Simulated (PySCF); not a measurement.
**C₄H₆GaN: a tour of settings**

Which settings matter for C₄H₆GaN (`[GaH2][n]1cccc1`), and how do bad ones show?

The runs use PySCF 2.14.0, with density-fitted response routines of our own; the level of theory stands in each step. All values are computed, except where a source is named. Atoms are numbered from 0 throughout.

### 1 The molecule as given

12 atoms, charge 0, multiplicity 1; geometry from: GFN2-xTB.

Bonds of the start (Å): Ga0–N1 1.86, N1–C2 1.38, C2–C3 1.36, C3–C4 1.41, C4–C5 1.36, C5–N1 1.38, Ga0–H6 1.56, Ga0–H7 1.56, C2–H8 1.08, C3–H9 1.07, C4–H10 1.07, C5–H11 1.08.

### 2 NMR shieldings: PBE0/pcSseg-1

What the job is given:

```
{"job": {"kind": "nmr", "xc": "PBE0", "basis": "pcSseg-1"}, "charge": 0, "multiplicity": 1}
Ga     2.328000     0.029825     0.070271
N      0.467599     0.007280     0.014096
C     -0.336620    -1.108184     0.041101
C     -1.645098    -0.727258    -0.019485
C     -1.661798     0.684499    -0.087611
C     -0.362946     1.100568    -0.065270
H      3.033049     1.415620     0.035129
H      3.057636    -1.341217     0.149497
H      0.105078    -2.091784     0.102016
H     -2.503066    -1.372226    -0.016535
H     -2.534574     1.306259    -0.146836
H      0.053939     2.095933    -0.102400
```

Method: GIAO PBE0/pcSseg-1 NMR shielding, non-relativistic, gas phase.

On the command line:

```sh
OMP_NUM_THREADS=1 python probes_run.py task.json out
```

The driver reads the jobs from task.json and runs them one after another.

What it wrote:

```text
coarse grid: 48088 points
cycle   1  E = -2134.7946655199  dE =  4.513e-01  |g| = 1.017e+00  |ddm| = 3.411e+00
cycle   2  E = -2134.6840664236  dE =  1.106e-01  |g| = 1.272e+00  |ddm| = 1.350e+00
cycle   3  E = -2134.8958926094  dE = -2.118e-01  |g| = 1.299e-01  |ddm| = 9.223e-01
cycle   4  E = -2134.8992021038  dE = -3.309e-03  |g| = 6.951e-02  |ddm| = 1.771e-01
cycle   5  E = -2134.9002464751  dE = -1.044e-03  |g| = 1.632e-02  |ddm| = 6.271e-02
cycle   6  E = -2134.9002967847  dE = -5.031e-05  |g| = 7.272e-03  |ddm| = 1.561e-02
cycle   7  E = -2134.9003077815  dE = -1.100e-05  |g| = 8.309e-04  |ddm| = 5.590e-03
cycle   8  E = -2134.9003079210  dE = -1.394e-07  |g| = 2.915e-04  |ddm| = 8.169e-04
final grid: 101352 points
cycle   9  E = -2134.9003110794  dE = -1.736e-08  |g| = 3.387e-04  |ddm| = 1.175e-03
cycle  10  E = -2134.9003110685  dE =  1.099e-08  |g| = 4.345e-04  |ddm| = 4.583e-04
cycle  11  E = -2134.9003110994  dE = -3.097e-08  |g| = 3.661e-05  |ddm| = 2.368e-04
cycle  12  E = -2134.9003110997  dE = -2.910e-10  |g| = 8.330e-06  |ddm| = 3.263e-05
converged SCF energy = -2134.9003110997

GIAO shielding tensors (ppm)
atom      isotropic    diamagn.    paramagn.     s11        s22        s33       span
  0 Ga    1311.396    2638.343   -1326.947   1108.181   1323.822   1502.186    394.005
  1 N       41.056     332.000    -290.943    -75.267    -11.340    209.775    285.042
  2 C       56.575     250.350    -193.775    -21.992     60.563    131.154    153.146
  3 C       69.452     255.075    -185.624    -16.656     63.269    161.742    178.398
  4 C       69.422     255.087    -185.665    -16.740     63.310    161.695    178.435
  5 C       56.642     250.340    -193.698    -21.994     60.660    131.259    153.254
  6 H       25.624      27.531      -1.907     19.835     20.819     36.218     16.383
  7 H       25.630      27.542      -1.913     19.831     20.835     36.223     16.391
  8 H       24.562      31.301      -6.739     20.635     25.387     27.665      7.030
  9 H       25.005      31.355      -6.350     22.612     25.687     26.716      4.103
 10 H       25.007      31.360      -6.353     22.616     25.691     26.715      4.100
 11 H       24.564      31.296      -6.732     20.643     25.394     27.656      7.012
```

Wall time 18 s (1 thread of Arm Neoverse V1, shared host); peak memory 0.78 GiB.

Shifts follow as δ = σ(reference) − σ, with reference shieldings (ppm) from runs at the same level and on the same kind of geometry: 1H TMS 31.72, 13C TMS 186.9, 15N NH3 267.7. The references are single molecules in the gas phase, so shifts against H2O, NH3, PH3, H3PO4 or CFCl3 are not on the usual liquid scales and can be off by tens of ppm. Atoms listed in one row are averaged.

```csv
atoms,environment,σ (ppm),δ (ppm)
"C2, C5",aromatic CH next to a ring nitrogen,56.6,130.3
"C3, C4",aromatic CH,69.4,117.5
"H8, H11",hydrogen on an aromatic CH next to a ring nitrogen,24.56,7.15
"H9, H10",hydrogen on an aromatic CH,25.01,6.71
"H6, H7",hydrogen on a Ga bonded to N,25.63,6.09
Ga0,"Ga bonded to N, 2 H",1311,–
N1,pyrrole-type ring nitrogen,41.1,226.7
```

Charges from the same density, by scheme (e):

```csv
atoms,Mulliken,IAO,Hirshfeld,ESP fit
Ga0,0.64,0.62,0.48,0.68
N1,-0.80,-0.32,-0.14,0.03
"C2, C5",0.15,-0.11,-0.05,-0.29
"C3, C4",-0.16,-0.22,-0.10,-0.20
```

Mayer bond orders: Ga0–N1 0.70, N1–C2 1.12, C2–C3 1.55, C3–C4 1.32, C4–C5 1.55, C5–N1 1.12.

Ring of atoms N1, C2, C3, C4, C5: NICS(0) -12.5, NICS(1) -11.2, NICS(1)zz -30.0 ppm (means of both faces).

### 3 Excited states and response: PBE0/def2-SVPD

The job, as its differences from that of step 2:

```diff
@@ -1,2 +1,2 @@
-{"job": {"kind": "nmr", "xc": "PBE0", "basis": "pcSseg-1"}, "charge": 0, "multiplicity": 1}
+{"job": {"kind": "uv", "xc": "PBE0", "basis": "def2-SVPD", "nstates": 6, "ntriplets": 2}, "charge": 0, "multiplicity": 1}
 Ga     2.328000     0.029825     0.070271
```

With the program's defaults for keys left out, this is: TDDFT PBE0/def2-SVPD, vertical, gas phase, core orbitals frozen in the response.

What it wrote:

```text
coarse grid: 48088 points
cycle   1  E = -2134.6750908652  dE =  4.434e-01  |g| = 5.962e-01  |ddm| = 7.213e+00
cycle   2  E = -2134.6021931018  dE =  7.290e-02  |g| = 8.441e-01  |ddm| = 2.583e+00
cycle   3  E = -2134.7408668646  dE = -1.387e-01  |g| = 7.092e-02  |ddm| = 1.505e+00
cycle   4  E = -2134.7417843073  dE = -9.174e-04  |g| = 4.425e-02  |ddm| = 2.534e-01
cycle   5  E = -2134.7422095381  dE = -4.252e-04  |g| = 1.200e-02  |ddm| = 9.172e-02
cycle   6  E = -2134.7422378649  dE = -2.833e-05  |g| = 4.787e-03  |ddm| = 1.931e-02
cycle   7  E = -2134.7422428990  dE = -5.034e-06  |g| = 3.412e-04  |ddm| = 6.443e-03
final grid: 101352 points
cycle   8  E = -2134.7422533596  dE = -3.996e-08  |g| = 3.704e-04  |ddm| = 1.168e-02
cycle   9  E = -2134.7422533443  dE =  1.533e-08  |g| = 4.478e-04  |ddm| = 1.591e-03
cycle  10  E = -2134.7422533940  dE = -4.973e-08  |g| = 2.235e-05  |ddm| = 8.357e-04
cycle  11  E = -2134.7422533941  dE = -6.639e-11  |g| = 8.682e-06  |ddm| = 5.471e-05
converged SCF energy = -2134.7422533941

Static polarisability (au): isotropic 81.588, principal 52.768 83.338 108.658

Singlet excitations
state   eV       nm        f      main configurations
  1   3.4529    359.1   0.00001   H->L 1.00
  2   4.6594    266.1   0.15945   H-1->L 0.98
  3   5.4718    226.6   0.00000   H->L+2 0.86, H->L+1 0.13
  4   5.7198    216.8   0.00000   H->L+1 0.84, H->L+2 0.12
  5   5.8684    211.3   0.00000   H-2->L 0.99
  6   6.2157    199.5   0.00000   H->L+3 0.96

Triplet excitations (Tamm-Dancoff, eV): 3.1633 4.0915
```

It took 23 s on 1 thread of Arm Neoverse V1, shared host; peak memory 0.73 GiB.

Frontier orbitals and where they lie:

```csv
orbital,eV,atoms
HOMO−3,-9.90,"N1 29 %, Ga0 23 %, H6 8 %"
HOMO−2,-9.06,"Ga0 40 %, H7 27 %, H6 27 %"
HOMO−1,-7.14,"N1 28 %, C3 25 %, C4 25 %"
HOMO,-6.13,"C2 27 %, C5 27 %, C3 15 %"
LUMO,-1.67,"Ga0 63 %, H6 10 %, H7 10 %"
LUMO+1,0.42,"Ga0 54 %, H6 18 %, H7 18 %"
LUMO+2,0.48,"Ga0 59 %, C5 6 %, C2 6 %"
```

With each of the 6 states as a Gaussian band of 0.4 eV half-width at 1/e, the curve within the window shown has maxima at 266 nm (ε 6,500) L/(mol cm). Beyond the last state computed it falls off for lack of states. The curve at chosen wavelengths:

nm, ε (L/mol/cm) and a bar:
```
      190          0 
      200          0 
      210          0 
      219         13 
      229        196 #
      239       1176 ######
      249       3484 ################
      258       5703 ###########################
      268       6398 ##############################
      278       4976 #######################
      288       2889 ##############
      297       1450 #######
      307        564 ###
      317        189 #
      327         56 
      336         18 
      346          5 
      356          1 
      366          1 
      375          0 
      385          0 
      395          0 
      405          0 
      414          0 
      424          0 
      434          0
```

Ground-state properties from the same run:

```csv
property,computed
dipole moment (D),1.57
polarisability (Å³),12.09
HOMO–LUMO gap (eV),4.45
−ε(HOMO) (eV),6.13
```

### 4 J couplings: revPBE/def2-TZVP in chloroform

The job, as its differences from that of step 3:

```diff
@@ -1,2 +1,2 @@
-{"job": {"kind": "uv", "xc": "PBE0", "basis": "def2-SVPD", "nstates": 6, "ntriplets": 2}, "charge": 0, "multiplicity": 1}
+{"job": {"kind": "j", "xc": "revPBE", "basis": "def2-TZVP", "solvent": "chloroform", "scf": {"damp": 0.2}}, "charge": 0, "multiplicity": 1}
 Ga     2.328000     0.029825     0.070271
```

Method: revPBE/def2-TZVP indirect spin-spin coupling, non-relativistic, IEF-PCM chloroform.

What it wrote:

```text
damping 0.20 in the first 6 cycles
final grid: 101352 points
cycle   1  E = -2135.3482568043  dE =  3.590e-01  |g| = 1.130e+00  |ddm| = 2.953e+00
cycle   2  E = -2135.2356082692  dE =  1.126e-01  |g| = 1.369e+00  |ddm| = 1.509e+00
cycle   3  E = -2135.0535534285  dE =  1.821e-01  |g| = 1.887e+00  |ddm| = 1.762e+00
cycle   4  E = -2134.2618073818  dE =  7.917e-01  |g| = 2.523e+00  |ddm| = 2.603e+00
cycle   5  E = -2130.6233439811  dE =  3.638e+00  |g| = 5.328e+00  |ddm| = 3.859e+00
cycle   6  E = -2095.1771949853  dE =  3.545e+01  |g| = 1.077e+01  |ddm| = 1.853e+01
cycle   7  E = -1795.8829014652  dE =  2.993e+02  |g| = 2.166e+01  |ddm| = 2.431e+01
cycle   8  E = -2126.2479637906  dE = -3.304e+02  |g| = 5.883e+00  |ddm| = 1.941e+01
cycle   9  E = -2116.0958908963  dE =  1.015e+01  |g| = 9.557e+00  |ddm| = 1.394e+02
cycle  10  E = -2135.0248800096  dE = -1.893e+01  |g| = 1.855e+00  |ddm| = 1.396e+02
cycle  11  E = -2134.8725131623  dE =  1.524e-01  |g| = 1.604e+00  |ddm| = 2.431e+00
cycle  12  E = -2135.3398237141  dE = -4.673e-01  |g| = 9.158e-01  |ddm| = 1.962e+00
cycle  13  E = -2135.4757252329  dE = -1.359e-01  |g| = 3.830e-01  |ddm| = 7.544e-01
cycle  14  E = -2135.5084363773  dE = -3.271e-02  |g| = 7.644e-02  |ddm| = 3.626e-01
cycle  15  E = -2135.5096516257  dE = -1.215e-03  |g| = 3.671e-02  |ddm| = 8.521e-02
cycle  16  E = -2135.5098785209  dE = -2.269e-04  |g| = 1.899e-02  |ddm| = 3.269e-02
cycle  17  E = -2135.5099582077  dE = -7.969e-05  |g| = 1.965e-03  |ddm| = 1.319e-02
cycle  18  E = -2135.5099593323  dE = -1.125e-06  |g| = 2.471e-04  |ddm| = 3.287e-03
cycle  19  E = -2135.5099593377  dE = -5.388e-09  |g| = 1.979e-04  |ddm| = 3.300e-04
cycle  20  E = -2135.5099593473  dE = -9.631e-09  |g| = 4.575e-05  |ddm| = 1.611e-04
cycle  21  E = -2135.5099593478  dE = -5.093e-10  |g| = 1.104e-05  |ddm| = 3.908e-05
converged SCF energy = -2135.5099593478

Indirect spin-spin couplings (Hz)
  i      j    bonds     total        FC       PSO       DSO        SD
  1 N    2 C    1     -4.550    -7.288     3.036    -0.151    -0.148
  1 N    3 C    2     -2.777    -2.806     0.247    -0.018    -0.200
  1 N    4 C    2     -2.775    -2.805     0.247    -0.018    -0.199
  1 N    5 C    1     -4.573    -7.310     3.036    -0.151    -0.148
  1 N    6 H    2     -9.117    -9.584     0.168     0.290     0.010
  1 N    7 H    2     -9.129    -9.595     0.168     0.287     0.010
  1 N    8 H    2     -7.512    -7.887     0.410    -0.003    -0.032
  1 N    9 H    3     -4.436    -4.514    -0.081     0.181    -0.022
  1 N   10 H    3     -4.438    -4.516    -0.081     0.181    -0.022
  1 N   11 H    2     -7.522    -7.896     0.409    -0.002    -0.032
  2 C    3 C    1     64.135    70.312    -6.441     0.264         -
  2 C    4 C    2      5.310     5.407    -0.109     0.013         -
  2 C    5 C    2      5.585     5.933    -0.364     0.016         -
  2 C    6 H    3      3.710     4.221     0.234    -0.745         -
  2 C    7 H    3      0.272     0.346    -0.043    -0.031         -
  2 C    8 H    1    166.705   165.122     0.412     1.170         -
  2 C    9 H    2      9.476    10.615    -0.765    -0.373         -
  2 C   10 H    3      7.751     7.978     0.328    -0.555         -
  2 C   11 H    3      7.702     7.917     0.362    -0.576         -
  3 C    4 C    1     48.243    52.561    -4.564     0.246         -
  3 C    5 C    2      5.301     5.398    -0.110     0.013         -
  3 C    6 H    4      1.687     1.928     0.206    -0.447         -
  3 C    7 H    4     -0.211    -0.104     0.196    -0.303         -
  3 C    8 H    2      9.606    10.603    -0.572    -0.425         -
  3 C    9 H    1    154.807   153.259     0.606     0.942         -
  3 C   10 H    2      4.747     5.556    -0.425    -0.385         -
  3 C   11 H    3      6.903     7.175     0.288    -0.559         -
  4 C    5 C    1     64.099    70.278    -6.443     0.264         -
  4 C    6 H    4     -0.211    -0.103     0.197    -0.305         -
  4 C    7 H    4      1.683     1.923     0.205    -0.445         -
  4 C    8 H    3      6.909     7.181     0.287    -0.559         -
  4 C    9 H    2      4.746     5.555    -0.425    -0.384         -
  4 C   10 H    1    154.769   153.222     0.606     0.942         -
  4 C   11 H    2      9.586    10.586    -0.575    -0.425         -
  5 C    6 H    3      0.241     0.317    -0.041    -0.036         -
  5 C    7 H    3      3.696     4.205     0.234    -0.743         -
  5 C    8 H    3      7.705     7.920     0.362    -0.576         -
  5 C    9 H    3      7.745     7.972     0.328    -0.555         -
  5 C   10 H    2      9.467    10.606    -0.766    -0.373         -
  5 C   11 H    1    166.692   165.109     0.413     1.170         -
  6 H    7 H    2     43.963    48.930     1.361    -6.328         -
  6 H    8 H    4     -1.762     0.325     0.930    -3.017         -
  6 H    9 H    5      0.264     0.997     0.843    -1.577         -
  6 H   10 H    5     -0.292     0.026     0.642    -0.961         -
  6 H   11 H    4      0.582    -0.088    -0.689     1.359         -
  7 H    8 H    4      0.598    -0.088    -0.701     1.387         -
  7 H    9 H    5     -0.288     0.026     0.642    -0.956         -
  7 H   10 H    5      0.269     1.000     0.844    -1.574         -
  7 H   11 H    4     -1.760     0.319     0.931    -3.010         -
  8 H    9 H    3      2.034     2.208     0.783    -0.956         -
  8 H   10 H    4      0.838     1.271     1.703    -2.137         -
  8 H   11 H    4      1.157     1.612     1.823    -2.279         -
  9 H   10 H    3      2.731     2.930     0.751    -0.950         -
  9 H   11 H    4      0.831     1.265     1.703    -2.137         -
 10 H   11 H    3      2.039     2.213     0.780    -0.955         -
```

Run time: 38 s. Hardware: 1 thread of Arm Neoverse V1, shared host; peak memory 0.9 GiB.

This basis has no tight s functions, so the Fermi-contact terms are rough.

Couplings of 1 Hz or more, nine at most for each number of bonds, with means over like pairs (isotopes 13C, 1H, 15N):

```csv
pair,bonds,J (Hz),Fermi contact (Hz),dihedral (°)
C2–H8,1,166.7,165.1,–
C3–H9,1,154.8,153.2,–
C2–C3,1,64.1,70.3,–
C3–C4,1,48.2,52.6,–
N1–C2,1,-4.6,-7.3,–
H6–H7,2,44.0,48.9,–
C3–H8,2,9.6,10.6,–
C2–H9,2,9.5,10.6,–
N1–H6,2,-9.1,-9.6,–
N1–H8,2,-7.5,-7.9,–
C2–C5,2,5.6,5.9,–
C2–C4,2,5.3,5.4,–
C3–H10,2,4.7,5.6,–
N1–C3,2,-2.8,-2.8,–
C2–H10,3,7.7,8.0,180
C2–H11,3,7.7,7.9,-180
C3–H11,3,6.9,7.2,180
N1–H9,3,-4.4,-4.5,-180
H9–H10,3,2.7,2.9,0
H8–H9,3,2.0,2.2,0
C2–H6,3,2.0,2.3,–
H8–H11,4,1.2,1.6,–
```

The spin-dipole term was solved for some atoms only; pairs without it lack that part.

The response was solved for the nuclei of C, H, N alone, so couplings that need other nuclei can be missing.

Quadrupole couplings from the field gradients of the same density:

```csv
atom,isotope,eQq/h (MHz),η
Ga0,69Ga,133.7,0.31
N1,14N,1.336,0.37
```

Joined with the shifts from before (PBE0/pcSseg-1, unscaled), the couplings predict the line list below for 600 MHz. Couplings to quadrupolar nuclei are left out.

1H NMR δ 7.15 (d, J = 2.0 Hz, 2H), 6.71 (d, J = 2.0 Hz, 2H), 6.09 (br, 2H). The letters are first-order; like nuclei with unlike couplings give more lines.

### 5 Nuclear shieldings: HCTH407/pcSseg-1

The job, as its differences from that of step 4:

```diff
@@ -1,2 +1,2 @@
-{"job": {"kind": "j", "xc": "revPBE", "basis": "def2-TZVP", "solvent": "chloroform", "scf": {"damp": 0.2}}, "charge": 0, "multiplicity": 1}
+{"job": {"kind": "nmr", "xc": "HCTH407", "basis": "pcSseg-1", "pop": false}, "charge": 0, "multiplicity": 1}
 Ga     2.328000     0.029825     0.070271
```

With the program's defaults for keys left out, this is: GIAO HCTH407/pcSseg-1 NMR shielding, non-relativistic, gas phase.

What it wrote:

```text
coarse grid: 48088 points
cycle   1  E = -2136.2890752432  dE =  2.770e-01  |g| = 9.918e-01  |ddm| = 3.481e+00
cycle   2  E = -2135.3700569480  dE =  9.190e-01  |g| = 2.012e+00  |ddm| = 2.212e+00
cycle   3  E = -2136.3717794903  dE = -1.002e+00  |g| = 4.153e-01  |ddm| = 2.064e+00
cycle   4  E = -2136.4199811465  dE = -4.820e-02  |g| = 1.565e-01  |ddm| = 5.284e-01
cycle   5  E = -2136.4231544975  dE = -3.173e-03  |g| = 1.034e-01  |ddm| = 2.105e-01
cycle   6  E = -2136.4254284179  dE = -2.274e-03  |g| = 4.150e-02  |ddm| = 1.072e-01
cycle   7  E = -2136.4258403638  dE = -4.119e-04  |g| = 8.113e-03  |ddm| = 4.290e-02
cycle   8  E = -2136.4258529113  dE = -1.255e-05  |g| = 2.397e-03  |ddm| = 6.357e-03
cycle   9  E = -2136.4258541859  dE = -1.275e-06  |g| = 2.137e-04  |ddm| = 2.724e-03
final grid: 101352 points
cycle  10  E = -2136.4256335779  dE = -8.636e-08  |g| = 6.287e-04  |ddm| = 2.638e-03
cycle  11  E = -2136.4256332848  dE =  2.932e-07  |g| = 1.273e-03  |ddm| = 1.700e-03
cycle  12  E = -2136.4256336766  dE = -3.918e-07  |g| = 2.095e-04  |ddm| = 1.109e-03
cycle  13  E = -2136.4256336869  dE = -1.030e-08  |g| = 4.242e-05  |ddm| = 1.921e-04
cycle  14  E = -2136.4256336873  dE = -4.175e-10  |g| = 1.547e-05  |ddm| = 5.314e-05
converged SCF energy = -2136.4256336873

GIAO shielding tensors (ppm)
atom      isotropic    diamagn.    paramagn.     s11        s22        s33       span
  0 Ga    1293.066    2640.484   -1347.418   1093.811   1300.160   1485.226    391.415
  1 N       38.061     330.369    -292.308    -78.621     -6.956    199.759    278.381
  2 C       60.655     249.528    -188.873    -11.128     64.812    128.282    139.410
  3 C       72.137     253.892    -181.756     -9.297     67.391    158.316    167.613
  4 C       72.105     253.900    -181.795     -9.381     67.432    158.264    167.644
  5 C       60.720     249.523    -188.803    -11.132     64.914    128.377    139.509
  6 H       25.612      27.734      -2.121     19.924     20.844     36.069     16.146
  7 H       25.618      27.746      -2.127     19.920     20.860     36.074     16.154
  8 H       24.650      31.591      -6.941     20.988     25.373     27.590      6.602
  9 H       25.105      31.585      -6.481     22.968     25.814     26.532      3.565
 10 H       25.107      31.590      -6.483     22.971     25.817     26.533      3.563
 11 H       24.652      31.586      -6.933     20.996     25.379     27.581      6.585
```

Run time: 24 s. Hardware: 1 thread of Arm Neoverse V1, shared host; peak memory 0.64 GiB.

This run: σ C2 60.7, C3 72.1, Ga0 1293, N1 38.1, H8 24.65, H9 25.11 ppm (means over like atoms).

### 6 NMR shieldings: HSE06/cc-pVDZ-PP

The job, as its differences from that of step 5:

```diff
@@ -1,2 +1,2 @@
-{"job": {"kind": "nmr", "xc": "HCTH407", "basis": "pcSseg-1", "pop": false}, "charge": 0, "multiplicity": 1}
+{"job": {"kind": "nmr", "xc": "HSE06", "basis": "cc-pVDZ-PP", "pop": false, "scf": {"aux": "def2-universal-jfit", "diis": false, "max_cycle": 76}}, "charge": 0, "multiplicity": 1}
 Ga     2.328000     0.029825     0.070271
```

Level: HSE06/cc-pVDZ-PP.

What it wrote:

```text
KeyError: 'Element n (Z=7) not found in basis cc-pVDZ-PP version 0'
```

Run time: 0.02 s. Hardware: 1 thread of Arm Neoverse V1, shared host.

Diagnosis: The basis cc-pVDZ-PP has no functions for an element of the molecule, so the input was refused before any integral. The remedy is to choose a basis that covers all elements.

### 7 Run by run: NMR shifts

Shifts (ppm), means over like atoms, with basis size and wall time:

```csv
run,C2,C3,H8,H9,H6,N1,functions,time
PBE0/pcSseg-1,130.3,117.5,7.15,6.71,6.09,226.7,156,18 s
HCTH407/pcSseg-1,122.9,111.5,7.02,6.56,6.05,228.1,156,24 s
```

### 8 Summary of results

| quantity | value |
| --- | --- |
| 13C shifts against TMS (PBE0/pcSseg-1, means over atoms taken as alike) | 130.3, 117.5 ppm |
| 1H shifts against TMS (PBE0/pcSseg-1, means over atoms taken as alike) | 7.15, 6.71, 6.09 ppm |
| 15N shifts against NH3 (PBE0/pcSseg-1) | 226.7 ppm |
| shieldings of Ga (PBE0/pcSseg-1) | Ga0 1311.4 ppm |
| lowest singlet (PBE0/def2-SVPD) | 3.45 eV (359 nm), f = 0.000 |
| brightest single state of those computed | state 2, 4.66 eV, f = 0.159 |
| lowest triplet | 3.16 eV |
| largest coupling of the table (revPBE/def2-TZVP) | 1J(C,H) C2–H8, 166.7 Hz |
| range of the shift of C2 | 122.9 to 130.3 ppm |
| property runs in this session | 5, of which 1 failed and 0 gave unsound results |

**Reading.** Single values in the summary come from the first run of each kind that ended normally (PBE0/pcSseg-1; PBE0/def2-SVPD; revPBE/def2-TZVP), which need not be the best level. At PBE0/pcSseg-1: The largest span, 394 ppm, is at Ga0, where the paramagnetic term is -1327 ppm. NICS(1)zz of -30 ppm above the planar ring from N1 marks a diatropic (aromatic) ring current. The first singlet state (HOMO→LUMO 1.00) lies at 3.45 eV and is dark; of the 6 states computed, the strongest absorption comes from state 2 at 4.66 eV. The lowest triplet lies 0.29 eV below the lowest singlet (triplets in Tamm-Dancoff, singlets in full TDDFT). Of the pairs tabulated at revPBE/def2-TZVP, C2–H8 (mean over like pairs) couples most strongly (166.7 Hz; Fermi contact 165.1 Hz). Among the atoms with a shift in every run: Across the 2 runs the shift of C2 (with its like atoms) moves most, between 122.9 (HCTH407/pcSseg-1) and 130.3 ppm (PBE0/pcSseg-1). Part of that comes from the computed reference. Spin-orbit coupling is left out, which matters for shieldings and couplings at and beside the heavy atoms. Couplings from bases without tight functions are rough.
